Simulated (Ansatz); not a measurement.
Turn this script for Ansatz's Python interface into the input file that the command-line program reads.

`scf_ag3sb.py`:
```python
import argparse
import sys

import ansatz as az
from ase import Atoms

parser = argparse.ArgumentParser(description="Single point of Ag3Sb.")
parser.add_argument("--functional", default="lda", help="exchange-correlation functional")
parser.add_argument("--cutoff-ev", type=float, default=510.0, help="basis")
parser.add_argument("--kgrid", type=int, nargs=3, required=True, help="k-point sampling")
parser.add_argument("--filling", required=True, help="how the bands are filled")
args = parser.parse_args()

atoms = Atoms(
    ["Ag", "Ag", "Ag", "Sb"],
    scaled_positions=[
        [0.0, 0.0, 0.5],
        [1 / 3, 2 / 3, 0.26448],
        [1 / 3, 2 / 3, 0.73552],
        [0.0, 0.0, 0.0],
    ],
    cell=[
        [3.14319, 0.0, 0.0],
        [-1.5716, 2.72208, 0.0],
        [0.0, 0.0, 9.61556],
    ],
    pbc=True,
)
system = az.Crystal.from_ase(atoms)

model = system.calculation()
model = model.functional(args.functional)
model = model.pseudopotentials("paw")
model = model.basis(args.cutoff_ev)
model = model.kpoints(*args.kgrid)
model = model.occupations(args.filling, width=150 * az.meV).band_table()
try:
    out = model.run(threads=1)
except az.NonConvergedError as error:
    sys.exit(f"no convergence: {error}")
except az.RefusalError as error:
    sys.exit(f"input refused: {error}")
report = out.report

for key in ("converged", "n_iterations", "n_electrons", "n_kpoints", "n_pw", "n_symmetry_ops", "free_energy_ev", "fermi_energy_ev"):
    print(f"{key:18s} {report[key]}")

for term in (az.EnergyTerm.SMEARING, az.EnergyTerm.DISPERSION):
    print(f"F without {term.name.lower()}: {az.free_energy_without(report, term):.5f} eV")

print(len(report["kpoints_frac"]), "irreducible k-points (fractions, weight)")
for k, weight in list(zip(report["kpoints_frac"], report["kweights"]))[:8]:
    print("  {:8.4f} {:8.4f} {:8.4f}".format(*k), f"{weight:10.6f}")

print("band  energy (eV)  occupation (first spin channel), at k =", report["kpoints_frac"][0])
for band, (e, occ) in enumerate(zip(report["eigenvalues_ev"][0], report["occupations"][0]), start=1):
    print(f"{band:4d} {e:12.4f} {occ:9.4f}")
```

```console
$ python scf_ag3sb.py --kgrid 9 9 3 --filling fermi_dirac
converged          True
n_iterations       8
n_electrons        72.0
n_kpoints          24
n_pw               2165
n_symmetry_ops     12
free_energy_ev     -28709.477835045887
fermi_energy_ev    13.91635608465096
F without smearing: -28709.39855 eV
F without dispersion: -28709.47784 eV
24 irreducible k-points (fractions, weight)
    0.0000   0.0000   0.0000   0.004115
    0.0000   0.0000   0.3333   0.008230
    0.0000   0.1111   0.0000   0.024691
    0.0000   0.1111   0.3333   0.049383
    0.0000   0.2222   0.0000   0.024691
    0.0000   0.2222   0.3333   0.049383
    0.0000   0.3333   0.0000   0.024691
    0.0000   0.3333   0.3333   0.049383
band  energy (eV)  occupation (first spin channel), at k = [0.0, 0.0, 0.0]
   1     -77.6520    2.0000
   2     -77.6518    2.0000
   3     -77.5052    2.0000
   4     -41.2485    2.0000
   5     -41.2352    2.0000
   6     -41.1561    2.0000
   7     -41.1561    2.0000
   8     -41.1553    2.0000
   9     -41.1553    2.0000
  10     -41.0533    2.0000
  11     -41.0140    2.0000
  12     -41.0140    2.0000
  13     -15.1376    2.0000
  14     -15.1376    2.0000
  15     -15.0925    2.0000
  16     -15.0085    2.0000
  17     -15.0085    2.0000
  18       1.4794    2.0000
  19       7.6087    2.0000
  20       7.6789    2.0000
  21       8.3958    2.0000
  22       9.0746    2.0000
  23       9.4413    2.0000
  24       9.4413    2.0000
  25       9.5145    2.0000
  26       9.5145    2.0000
  27       9.7050    2.0000
  28       9.7050    2.0000
  29       9.8547    2.0000
  30      10.0205    2.0000
  31      10.0205    2.0000
  32      10.4927    2.0000
  33      10.4927    2.0000
  34      10.8598    2.0000
  35      10.8598    2.0000
  36      12.3806    1.9999
  37      14.4504    0.0553
  38      20.2921    0.0000
  39      20.2921    0.0000
  40      21.5914    0.0000
  41      23.0896    0.0000
  42      25.2171    0.0000
  43      25.7520    0.0000
  44      25.7520    0.0000
  45      26.0112    0.0000
```

`input.yaml`:
```yaml
crystal:
  lattice:
    - [3.14319, 0.0, 0.0]
    - [-1.5716, 2.72208, 0.0]
    - [0.0, 0.0, 9.61556]
  atoms:
    - { symbol: Ag, position: [0.0, 0.0, 0.5] }
    - { symbol: Ag, position: [0.3333333333333, 0.6666666666667, 0.26448] }
    - { symbol: Ag, position: [0.3333333333333, 0.6666666666667, 0.73552] }
    - { symbol: Sb, position: [0.0, 0.0, 0.0] }
basis:
  ecutwfc: 510.0
kpoints:
  mp_grid: { grid: [9, 9, 3] }
hamiltonian:
  xc: lda
  pseudopotentials: { kind: paw }
scf:
  occupations: { method: fermi_dirac, width: 0.15 }
output:
  eigenvalues: true
```

The program run on that file:
```console
$ ansatz run input.yaml --threads 1 --pin off --max-ram 3072MiB --backend cpu --events-out ev --progress --plain --runs-dir out
band count auto-derived: 45 (N_el = 72.0; filled up to band 36; 44 by the electrons, moments and atoms)
Engine: ansatz 0.2.0, x86_64-unknown-linux-gnu
Pseudopotentials: kind: paw
Pseudopotential: Ag, paw, valence charge 19, recommended cutoff 420 eV (normal), Ag.paw.azcp
Pseudopotential: Sb, paw, valence charge 15, recommended cutoff 420 eV (normal), Sb.paw.azcp
Functional definition: SPW92
  exchange = slater_x
  correlation = pw_c
Crystal: 4 atoms, lattice volume = 82.271 Å³
Basis set: ecut = 510 eV, 2165 PW (Γ)
Bands: 45, of which v1, the nominal top of the filled ones, is band 36 counted from 1 (35 counted from 0)
Symmetry: 12 space group operations
Space group: P-6m2 (ITA 187), of the structure as read, at distance tolerance 4.3e-5 Å
k-points: 24 of 243 (time reversal used)
Non-local potential: Ag, projectors of the file, l = 0: 3, l = 1: 2, l = 2: 2, l = 3: 1
Non-local potential: Sb, projectors of the file, l = 0: 2, l = 1: 2, l = 2: 2, l = 3: 2
PAW form: soft (Blöchl's): semilocal exchange-correlation on the pseudo side does not see the compensation charge
PAW frozen core: Ag, regenerated for the run's functional, and the local potential with it (the file was generated under x = pbe(κ = 0.804, μ = 0.2195149727645171), c = pbe(β = 0.06672455060314922))
PAW frozen core: Sb, regenerated for the run's functional, and the local potential with it (the file was generated under x = pbe(κ = 0.804, μ = 0.2195149727645171), c = pbe(β = 0.06672455060314922))
PAW one-centre angular grid: Ag, 590 points (default); XC on 64 Gauss nodes
PAW one-centre angular grid: Sb, 590 points (default); XC on 64 Gauss nodes
Initial density: superposition of atomic densities (neutral atoms: chi_scale 0, normalization atom), corrected by the library's trained network
Initial wavefunctions: pseudopotential atomic-orbital guess
Functional: x = slater, c = lda
SCF iter   1: F=—  HF=-28709.509191 eV  |F-HF|=—  |Δ(HF+E_count)|=         —  Δρ=1.21e-2  dr2=1.32e-1  ethr=1.77e-3  ⟨swp⟩=8.1  Hψ=4457  notcnv=0  defer=18
preconditioner: auto → Kerker (q_TF=auto, 2.668 Å⁻¹)  [metal: Δε(μ)=0.046 eV  Ē_g=9.990 eV  σ=0.150 eV  W_gap=0.08  n_scr=38 (ndim 8)  ℏωp=25.2 eV  f_vac=0.000  D(μ)=0.98/eV (n_scr^D=4)]
SCF iter   2: F=—  HF=-28709.481039 eV  |F-HF|=—  |Δ(HF+E_count)|=   2.82e-2  Δρ=3.98e-3  dr2=1.66e-2  ethr=1.83e-4  ⟨swp⟩=2.2  Hψ=1695  notcnv=0  defer=18
SCF iter   3: F=—  HF=-28709.478453 eV  |F-HF|=—  |Δ(HF+E_count)|=   2.59e-3  Δρ=1.63e-3  dr2=4.43e-3  ethr=2.31e-5  ⟨swp⟩=1.1  Hψ=1046  notcnv=0  defer=18
SCF iter   4: F=—  HF=-28709.477888 eV  |F-HF|=—  |Δ(HF+E_count)|=   5.65e-4  Δρ=2.76e-4  dr2=3.70e-4  ethr=6.16e-6  ⟨swp⟩=1.1  Hψ=1045  notcnv=0  defer=18
SCF iter   5: F=—  HF=-28709.477857 eV  |F-HF|=—  |Δ(HF+E_count)|=   3.14e-5  Δρ=1.27e-4  dr2=5.97e-5  ethr=5.14e-7  ⟨swp⟩=1.5  Hψ=1108  notcnv=0  defer=18
SCF iter   6: F=—  HF=-28709.477836 eV  |F-HF|=—  |Δ(HF+E_count)|=   2.04e-5  Δρ=6.65e-5  dr2=4.83e-6  ethr=8.30e-8  ⟨swp⟩=1.3  Hψ=1051  notcnv=0  defer=18
SCF iter   7: F=—  HF=-28709.477835 eV  |F-HF|=—  |Δ(HF+E_count)|=   9.04e-7  Δρ=2.34e-5  dr2=6.94e-7  ethr=6.71e-9  ⟨swp⟩=2.1  Hψ=1705  notcnv=0  defer=18
SCF iter   8: F=-28709.477835 eV  HF=-28709.477835 eV  |F-HF|=4.06e-8  |Δ(HF+E_count)|=   1.52e-7  Δρ=8.84e-6  dr2=6.92e-8  ethr=1.39e-10  ⟨swp⟩=8.2  Hψ=3723  notcnv=0
SCF 1 converged in 8 iterations: F = -28709.477835 eV  dr2 = 6.92e-8
  greatest PAW one-centre occupation: 1.002 electrons in one spin orbital (limit 2), on the Ag atom at site 0 (counted from 0), in its partial waves of l = 0
SCF converged after 8 iterations
Free energy (F): -28709.477835 eV
Harris-Foulkes:  -28709.477835 eV  (|F-HF|=4.06e-8)
Internal energy: -28709.398549 eV  (E = F + TS)
E sigma→0 (E₀):  -28709.438192 eV
Entropy (-TS):   -0.079286 eV (-19.822 meV/atom)
Fermi energy:    13.916356 eV
--- Per-component energies (eV) ---
  E_band       = -987.893446
  E_kinetic    = 1788.307076
  E_local      = -9227.134286  (includes V_loc(G=0)·N_el)
  E_nonlocal   = 627.241836
  E_hartree    = 4179.154963
  E_xc         = -686.875218
  E_vxc        = -798.439528  (∫ρ·V_xc dr)
  E_paw        = -15738.321572  (= ΣΔE_a)
  E_vpaw       = -1736.165823  (= ΣTr[D̂ρ^β])
  E_aug_tail   = 0.000097  (compensation charges beyond the density's cutoff)
  E_ewald      = -9654.504691
  E_core_change = 2.733246  (= ΣΔE_core)
  E_smearing   = -0.079286  (= −TS)
  E_closure    = -0.000000  (closes the sum)
  Σ components = -28709.477835   (vs F -28709.477835, Δ=0.00e0)
--- Band table (eV; the first three rows and the last of 24) ---
  k-point 0: bands = ["-77.6520", "-77.6518", "-77.5052", "-41.2485", "-41.2352", "-41.1561", "-41.1561", "-41.1553", "-41.1553", "-41.0533", "-41.0140", "-41.0140", "-15.1376", "-15.1376", "-15.0925", "-15.0085", "-15.0085", "1.4794", "7.6087", "7.6789", "8.3958", "9.0746", "9.4413", "9.4413", "9.5145", "9.5145", "9.7050", "9.7050", "9.8547", "10.0205", "10.0205", "10.4927", "10.4927", "10.8598", "10.8598", "12.3806", "14.4504", "20.2921", "20.2921", "21.5914", "23.0896", "25.2171", "25.7520", "25.7520", "26.0112"]
  k-point 1: bands = ["-77.6520", "-77.6518", "-77.5052", "-41.2486", "-41.2352", "-41.1561", "-41.1561", "-41.1553", "-41.1553", "-41.0533", "-41.0140", "-41.0140", "-15.1376", "-15.1376", "-15.0925", "-15.0085", "-15.0085", "1.4816", "7.0729", "8.3281", "8.4862", "9.2372", "9.4396", "9.4396", "9.5188", "9.5188", "9.7067", "9.7067", "9.9391", "10.0106", "10.0106", "10.4994", "10.4994", "10.8588", "10.8588", "11.1566", "16.0748", "19.2509", "20.2911", "20.2911", "25.1128", "25.3713", "25.7716", "25.7716", "26.2614"]
  k-point 2: bands = ["-77.6516", "-77.6514", "-77.5049", "-41.2467", "-41.2351", "-41.1614", "-41.1613", "-41.1576", "-41.1567", "-41.0531", "-41.0188", "-41.0152", "-15.1404", "-15.1210", "-15.0817", "-15.0163", "-15.0103", "1.7291", "7.8475", "7.9256", "8.5237", "9.1192", "9.3999", "9.4436", "9.5056", "9.5964", "9.6101", "9.8064", "9.8880", "9.9586", "10.0049", "10.4946", "10.5183", "10.5251", "10.8835", "13.0121", "14.6548", "18.2943", "19.5832", "21.7191", "23.2414", "23.5949", "25.5524", "26.2800", "26.6470"]
  k-point 23: bands = ["-77.6483", "-77.6483", "-77.5020", "-41.2350", "-41.2295", "-41.1949", "-41.1892", "-41.1871", "-41.1869", "-41.0536", "-41.0440", "-41.0411", "-15.0679", "-15.0666", "-15.0552", "-15.0544", "-14.9988", "6.2820", "8.5703", "8.7644", "8.8077", "9.1187", "9.1654", "9.2326", "9.3830", "9.6059", "9.6382", "9.8521", "10.1641", "10.3040", "10.4564", "10.5533", "10.9137", "11.3611", "11.4914", "14.4208", "15.9070", "16.4610", "17.1208", "17.3687", "18.4007", "18.4704", "19.1932", "20.1363", "22.8852"]
```

What to keep in mind:
- Total energies depend on the potentials; only differences at equal settings carry meaning. A total without «per atom» is that of the cell as typed.
- The mesh is modest for a metal, so energies can be off by several to tens of meV an atom and pressures by half a GPa or more; differences at equal mesh fare better.
- Only differences from the Fermi energy are physical; the zero of the scale is a convention.
- A Fermi-Dirac width this large means warm electrons, whose thermal share enters the free energy.
- This cell is a computed structure, which may not be the phase found in nature.
- Gaps and levels are Kohn-Sham values on a finite set of k-points, without spin-orbit coupling.
- The whole script took 2.9 s on 1 thread of AMD EPYC 9R45 96-Core Processor (Zen 5), on a shared host, peak memory 0.46 GiB.

(A comment or docstring line of the script was reworded after the run, the code is as it ran; lines on the test bed's own set-up are left out of the output.)
